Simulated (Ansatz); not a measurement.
# CoSi: the cost of one run

Program: Ansatz 0.2.0, Gaussian basis. Level of theory: def2-TZVPP, core rule «outside noble gas», up to 14 orbitals frozen. These are calculated values, not measurements.

Plan: UHF; CCSD(T) on ROHF; CCSD(T) on UHF; CCSDT(Q) on ROHF; CCSDT(Q) on UHF; CASSCF and NEVPT2, 12 electrons in 10 orbitals.

3 further runs of the same task are left out: 3 set aside as unsound or not needed.

## 1. The system

The geometry is a PBE0/def2-TZVP stationary point (not a proven minimum) of the parent state, kept for this charge and spin.

2 atoms, charge 1, spin multiplicity 3.

Atoms are counted from 1 here; the program's logs count them from 0.

Bond lengths: Co1–Si2 2.358 Å.

## 2. UHF

The input, in.yaml:

```yaml
crystal:
  periodic: [false, false, false]
  atoms:
    - {symbol: Co, position_ang: [0.000000, 0.000000, 0.000000]}
    - {symbol: Si, position_ang: [0.000000, 0.000000, 2.357600]}
basis:
  gaussian: {orbitals: def2-TZVPP}
total_charge: 1
magnetization: {spin_polarized: true, initial_magnetization: 2}
hamiltonian: {xc: hf}
output: {orbitals: {seedname: orbitals}}
```

On the command line:

```
$ ansatz run in.yaml --threads 1 --pin off --events-out ev --progress --plain --max-ram 4096MiB --backend cpu
```

What time and memory should one allow on 1 thread of AMD EPYC 7R13, shared host?

About 1.7 min, with a peak of 0.33 GiB.
